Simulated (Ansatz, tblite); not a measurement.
# Ge(NH2)2 (GeN2H4): removing an electron

What does removing an electron cost or gain for Ge(NH2)2 (GeN2H4)? Each charged state is run at several levels.

Method: as each input shows; program: Ansatz 0.2.0, Gaussian basis.

Plan: charge +1 doublet, at the geometry of the singlet (PBE0-D4/def2-TZVP, PBE-D4/def2-TZVP, r2SCAN-D4/def2-TZVP, CCSD(T)/def2-TZVPP); the starting singlet's energies come from earlier runs.

### Step 1. The relaxed structure

The geometry is that of the singlet, from an earlier relaxation (r2SCAN-D4/def2-TZVP).

7 atoms, charge 0, spin multiplicity 1.

Atoms are counted from 1 here; the program's logs count them from 0.

Bond lengths: Ge1–N2 1.830 Å, Ge1–N5 1.830 Å, N2–H3 1.007 Å, N2–H4 1.010 Å, N5–H6 1.007 Å, N5–H7 1.010 Å. Angles: N2–Ge1–N5 96.9°, Ge1–N2–H3 121.1°, Ge1–N2–H4 126.7°, H3–N2–H4 112.2°, Ge1–N5–H6 121.1°, Ge1–N5–H7 126.7°, H6–N5–H7 112.2°.

### Step 2. Charge +1 doublet at the fixed geometry, first pass, PBE0-D4/def2-SVP

The input, in.yaml:

```yaml
crystal:
  periodic: [false, false, false]
  atoms:
    - {symbol: Ge, position_ang: [0.010888, 0.888589, -0.868518]}
    - {symbol: N, position_ang: [1.369620, 0.001774, -0.021563]}
    - {symbol: H, position_ang: [2.333857, 0.205405, -0.230556]}
    - {symbol: H, position_ang: [1.275835, -0.717302, 0.681525]}
    - {symbol: N, position_ang: [-1.369091, 0.038080, -0.018687]}
    - {symbol: H, position_ang: [-2.327985, 0.266359, -0.226796]}
    - {symbol: H, position_ang: [-1.293125, -0.682905, 0.684594]}
basis:
  gaussian: {orbitals: def2-SVP}
total_charge: 1
magnetization: {spin_polarized: true, initial_magnetization: 1}
hamiltonian: {xc: pbe0, dispersion: d4}
output: {orbitals: {seedname: orbitals}}
```

On the command line:

```
> ansatz run in.yaml --threads 4 --pin off --events-out ev --progress --plain --max-ram 3916MiB
```

The program printed:

```text
Functional definition: PBE0
  name "PBE0"
  cite "Adamo & Barone, J. Chem. Phys. 110, 6158 (1999) doi:10.1063/1.478522"
  cite "Perdew, Burke & Ernzerhof, Phys. Rev. Lett. 77, 3865 (1996) doi:10.1103/PhysRevLett.77.3865"
  parent pbe
  parameter a = 0.25
  parameter kappa = 0.804
  parameter beta = 0.06672455060314922
  exchange = (1 - a)*pbe_x(kappa = kappa, mu = beta*pi^2/3) + a*exact_x
  correlation = pbe_c(beta = beta)
811 factors; integrals over basis functions are off by at most 1.3e-3 eV
mean field evaluation 1: about -59512.2438 eV, gradient 7.3e1 eV
mean field evaluation 2: about -59448.3331 eV, gradient 1.2e2 eV
mean field evaluation 4: about -59534.8056 eV, gradient 6.8e0 eV
mean field evaluation 8: about -59535.0418 eV, gradient 4.4e-1 eV
mean field evaluation 16: about -59535.0432 eV, gradient 5.9e-3 eV
mean field evaluation 32: about -59535.2177 eV, gradient 8.1e-5 eV
mean field -59535.21772749 eV, -2187.8788970652 hartree, gradient 3.9e-6 eV, S^2 0.786084; 4 other end points of the search recorded, 0 dependent functions left out
reference -59535.21774977 eV, -2187.8788978841 hartree; 25, 24 occupied and 55, 56 virtual orbitals, 811 factors
Total energy: -59535.30188406 eV, -2187.8819897623 hartree
```

It took 6.5 s on 4 threads of Arm Neoverse V1, shared host.

HOMO -12.94 eV, LUMO -11.07 eV (over both spins); ⟨S²⟩ 0.786 (pure: 0.75).

### Step 3. Charge +1 doublet at the fixed geometry, PBE0-D4/def2-TZVP

start.molden holds the orbitals of an earlier run on this state, given as this run's starting guess.

Changes to in.yaml since step 2:

```diff
@@ -11,3 +11,3 @@
 basis:
-  gaussian: {orbitals: def2-SVP}
+  gaussian: {orbitals: def2-TZVP, initial_orbitals: start.molden}
 total_charge: 1
@@ -15,2 +15,3 @@
 hamiltonian: {xc: pbe0, dispersion: d4}
+scf: {omitted_lower_state_checks: [starts]}
 output: {orbitals: {seedname: orbitals}}
```

The command is unchanged.

The program printed:

```text
Functional definition: PBE0
  name "PBE0"
  cite "Adamo & Barone, J. Chem. Phys. 110, 6158 (1999) doi:10.1063/1.478522"
  cite "Perdew, Burke & Ernzerhof, Phys. Rev. Lett. 77, 3865 (1996) doi:10.1103/PhysRevLett.77.3865"
  parent pbe
  parameter a = 0.25
  parameter kappa = 0.804
  parameter beta = 0.06672455060314922
  exchange = (1 - a)*pbe_x(kappa = kappa, mu = beta*pi^2/3) + a*exact_x
  correlation = pbe_c(beta = beta)
these checks for a lower state are left out or cut short: starts
887 factors; their error is unknown
mean field evaluation 1: about -59543.6061 eV, gradient 9.7e1 eV
mean field evaluation 2: about -59545.5978 eV, gradient 2.6e0 eV
mean field evaluation 4: about -59545.9047 eV, gradient 2.3e-1 eV
mean field evaluation 8: about -59545.9050 eV, gradient 2.5e-4 eV
mean field -59545.90500476 eV, -2188.2716472609 hartree, gradient 6.9e-6 eV, S^2 0.784068; 0 other end points of the search recorded, 0 dependent functions left out
reference -59545.90502723 eV, -2188.2716480866 hartree; 25, 24 occupied and 109, 110 virtual orbitals, 887 factors
Total energy: -59545.98916152 eV, -2188.2747399648 hartree
Checks for a lower state left out: starts
```

It took 7 s on 4 threads of Arm Neoverse V1, shared host.

HOMO -13.00 eV, LUMO -11.12 eV (over both spins); ⟨S²⟩ 0.784 (pure: 0.75).

### Step 4. Charge +1 doublet at the fixed geometry, PBE-D4/def2-TZVP

Changes to in.yaml since step 3:

```diff
@@ -14,3 +14,3 @@
 magnetization: {spin_polarized: true, initial_magnetization: 1}
-hamiltonian: {xc: pbe0, dispersion: d4}
+hamiltonian: {xc: pbe, dispersion: d4}
 scf: {omitted_lower_state_checks: [starts]}
```

Launched as before.

The program printed:

```text
Functional definition: PBE
  name "PBE"
  cite "Perdew, Burke & Ernzerhof, Phys. Rev. Lett. 77, 3865 (1996) doi:10.1103/PhysRevLett.77.3865"
  parent pbe
  parameter kappa = 0.804
  parameter beta = 0.06672455060314922
  exchange = pbe_x(kappa = kappa, mu = beta*pi^2/3)
  correlation = pbe_c(beta = beta)
these checks for a lower state are left out or cut short: starts
844 factors; their error is unknown
mean field evaluation 1: about -59544.5425 eV, gradient 7.2e0 eV
mean field evaluation 2: about -59544.6512 eV, gradient 1.9e-1 eV
mean field evaluation 4: about -59544.6344 eV, gradient 8.8e-2 eV
mean field evaluation 8: about -59544.6345 eV, gradient 1.3e-4 eV
mean field -59544.63445005 eV, -2188.2249552366 hartree, gradient 9.5e-6 eV, S^2 0.758485; 0 other end points of the search recorded, 0 dependent functions left out
reference -59544.63448020 eV, -2188.2249563444 hartree; 25, 24 occupied and 109, 110 virtual orbitals, 844 factors
Total energy: -59544.73580415 eV, -2188.2286799311 hartree
Checks for a lower state left out: starts
```

Run time: 5.5 s. Hardware: 4 threads of Arm Neoverse V1, shared host.

From the report: HOMO -12.08 eV, LUMO -11.99 eV (over both spins); ⟨S²⟩ 0.758 (pure: 0.75).

### Step 5. Charge +1 doublet at the fixed geometry, r2SCAN-D4/def2-TZVP

Changes to in.yaml since step 4:

```diff
@@ -14,3 +14,3 @@
 magnetization: {spin_polarized: true, initial_magnetization: 1}
-hamiltonian: {xc: pbe, dispersion: d4}
+hamiltonian: {xc: r2scan, dispersion: d4}
 scf: {omitted_lower_state_checks: [starts]}
```

Same command.

The program printed:

```text
Functional definition: r2SCAN
  name "r2SCAN"
  cite "Furness, Kaplan, Ning, Perdew & Sun, J. Phys. Chem. Lett. 11, 8208 (2020) doi:10.1021/acs.jpclett.0c02405"
  cite "Furness, Kaplan, Ning, Perdew & Sun, J. Phys. Chem. Lett. 11, 9248 (2020) doi:10.1021/acs.jpclett.0c03077"
  parent r2scan
  parameter k0 = 0.174
  parameter k1 = 0.065
  parameter a1 = 4.9479
  exchange = r2scan_x(k0 = k0, k1 = k1, a1 = a1)
  correlation = r2scan_c
these checks for a lower state are left out or cut short: starts
844 factors; their error is unknown
mean field evaluation 1: about -59554.7074 eV, gradient 4.5e0 eV
mean field evaluation 2: about -59554.7406 eV, gradient 5.4e-2 eV
mean field evaluation 4: about -59554.7236 eV, gradient 8.4e-3 eV
mean field evaluation 8: about -59554.7236 eV, gradient 1.3e-5 eV
mean field -59554.72360758 eV, -2188.5957249372 hartree, gradient 1.2e-5 eV, S^2 0.780161; 0 other end points of the search recorded, 0 dependent functions left out
reference -59554.72361727 eV, -2188.5957252932 hartree; 25, 24 occupied and 109, 110 virtual orbitals, 844 factors
Total energy: -59554.74596084 eV, -2188.5965464042 hartree
Checks for a lower state left out: starts
```

Wall time 4.5 s (4 threads of Arm Neoverse V1, shared host).

HOMO -12.19 eV, LUMO -11.83 eV (over both spins); ⟨S²⟩ 0.780 (pure: 0.75).

### Step 6. Charge +1 doublet at the fixed geometry, CCSD(T)/def2-TZVPP

Changes to in.yaml since step 5:

```diff
@@ -11,7 +11,7 @@
 basis:
-  gaussian: {orbitals: def2-TZVP, initial_orbitals: start.molden}
+  gaussian: {orbitals: def2-TZVPP, initial_orbitals: start.molden}
 total_charge: 1
 magnetization: {spin_polarized: true, initial_magnetization: 1}
-hamiltonian: {xc: r2scan, dispersion: d4}
-scf: {omitted_lower_state_checks: [starts]}
+correlation: {method: ccsd_t}
+scf: {omitted_lower_state_checks: [starts, cluster_reference]}
 output: {orbitals: {seedname: orbitals}}
```

Same command.

The program printed, shortened:

```text
Functional definition: HF
  name "HF"
  cite "Fock, Z. Phys. 61, 126 (1930) doi:10.1007/BF01340294"
  parent pbe
[...]
1018 factors; integrals over basis functions are off by at most 1.1e-3 eV
[...]
mean field -59494.33823315 eV, -2186.3766033575 hartree, gradient 2.8e-6 eV, S^2 0.790077; 0 other end points of the search recorded, 0 dependent functions left out
11 core orbitals not correlated: weight in the atoms' cores, before any rotation towards them, 1.000 or more for the frozen orbitals, at most 0.000 for the correlated occupied ones
reference -59494.33823315 eV, -2186.3766033575 hartree; 14, 13 occupied and 141, 142 virtual orbitals, 1018 factors
second order -16.68599891 eV of doubles, -0.00000000 eV of singles
cycle   1  -16.73469067 eV  change   -4.9e-2 eV  update   1.2e-1
[...]
cycle  14  -17.47201385 eV  change   -5.4e-6 eV  update   2.4e-5
perturbative correction -0.76800690 eV, -0.0282237330 hartree
Total energy: -59512.57825390 eV, -2187.0469117566 hartree
Checks for a lower state left out: starts, cluster_reference
```

Wall time 2.4 min (4 threads of Arm Neoverse V1, shared host); peak memory 3.4 GiB.

Hartree-Fock HOMO -15.24 eV, LUMO -6.46 eV (over both spins); ⟨S²⟩ 0.790 (pure: 0.75); T1 0.052. Doubts: large T1 diagnostic.

### Step 7. Vertical ionisation energy

Charged state less starting state, singlet to doublet; the starting state's energies are those of its earlier runs.

| level | vertical ionisation energy (eV) | time |
| --- | --- | --- |
| HF/def2-TZVPP† | +8.15 |  |
| PBE-D4/def2-TZVP | +8.79 | 7.9 s |
| r2SCAN-D4/def2-TZVP | +8.88 | 7 s |
| PBE0-D4/def2-TZVP | +9.02 | 10 s |
| MP2/def2-TZVPP† | +9.66 |  |
| CCSD/def2-TZVPP† | +9.24 |  |
| CCSD(T)/def2-TZVPP† | +9.22 | 2.9 min |

Times add the two runs; a level without a time comes out of a correlated run. † marks a level with a doubtful state (flagged, unstable, out of aufbau order, or strongly spin-contaminated); such levels are left out of the summary. CCSD(T)/def2-TZVPP is no safe reference here (large T1 diagnostic).

Beside −ε(HOMO) of the starting state:

| level | −ε(HOMO) (eV) | by difference (eV) | mismatch (eV) |
| --- | --- | --- | --- |
| PBE-D4/def2-TZVP | 5.54 | 8.79 | -3.25 |
| r2SCAN-D4/def2-TZVP | 5.85 | 8.88 | -3.03 |
| PBE0-D4/def2-TZVP | 6.83 | 9.02 | -2.19 |

### Step 8. Summary of results

| quantity | value |
| --- | --- |
| vertical ionisation energy, functionals in def2-TZVP | 8.79 (PBE-D4) to 9.02 eV (PBE0-D4) |

**Reading.** The vertical ionisation energy spans 8.79 to 9.02 eV over the functionals. −ε(HOMO) misses the level's own difference by -2.19 eV at best (PBE0-D4) and -3.25 eV at worst (PBE-D4).
